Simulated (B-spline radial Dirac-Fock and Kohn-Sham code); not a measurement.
# Elastic scattering of positrons by Ti

Wanted: how strongly Ti scatters positrons elastically, and to which angles, at 4 energies.

Program: B-spline radial Dirac-Fock and Kohn-Sham code, version 3. Model: Dirac partial waves in the static field of the Dirac-Fock density, no polarisation or absorption. All values are calculated, but those marked as tabulated.

### 1 The atom as given

Neutral titanium in the configuration [Ar] 3d2 4s2.

```yaml
nuclear_charge: 22
electrons: 22
mass_number: 48
nuclear_rms_radius: 3.5921 fm
```

### 2 429.0 eV

The run's settings:

```ini
task = elastic
Z = 22
charge = 0
configuration = 1s2 2s2 2p6 3s2 3p6 3d2 4s2
mass_number = 48
rms_radius = 3.5921  # fm
projectile = positron
energy = 429.0  # eV
theta = [0, 10, 20, 30, 40, 50, 60, 70, 80, 90, 100, 110, 120, 130, 140, 150, 160, 170, 180]  # deg
```

### 3 3650 eV

Recorded inputs:

```ini
task = elastic
projectile = positron
energy = 3650.0  # eV
theta = [0, 10, 20, 30, 40, 50, 60, 70, 80, 90, 100, 110, 120, 130, 140, 150, 160, 170, 180]  # deg
```

### 4 22400 eV

Recorded inputs:

```ini
task = elastic
projectile = positron
energy = 22400.0  # eV
theta = [0, 10, 20, 30, 40, 50, 60, 70, 80, 90, 100, 110, 120, 130, 140, 150, 160, 170, 180]  # deg
```

### 5 53300 eV

The run's settings:

```ini
task = elastic
projectile = positron
energy = 53300.0  # eV
theta = [0, 10, 20, 30, 40, 50, 60, 70, 80, 90, 100, 110, 120, 130, 140, 150, 160, 170, 180]  # deg
```

(Steps that only read results are left out.)

What does the calculation give? Wanted: largest Sherman function.

As calculated:

| quantity | value |
| --- | --- |
| σ at 429.0 and 53300 eV | 10.4 and 0.356 bohr² |
| backward share there | 2.15 and 0.0252 % |
| largest Sherman function | 0.013 at 110°, 53300 eV |

What this shows: It takes about 10 elastic collisions to lose the direction at 429.0 eV and 300 at 53300 eV (σ over the first transport cross section). The angular distributions show no deep diffraction minima on this grid. Spin polarisation by scattering stays small.
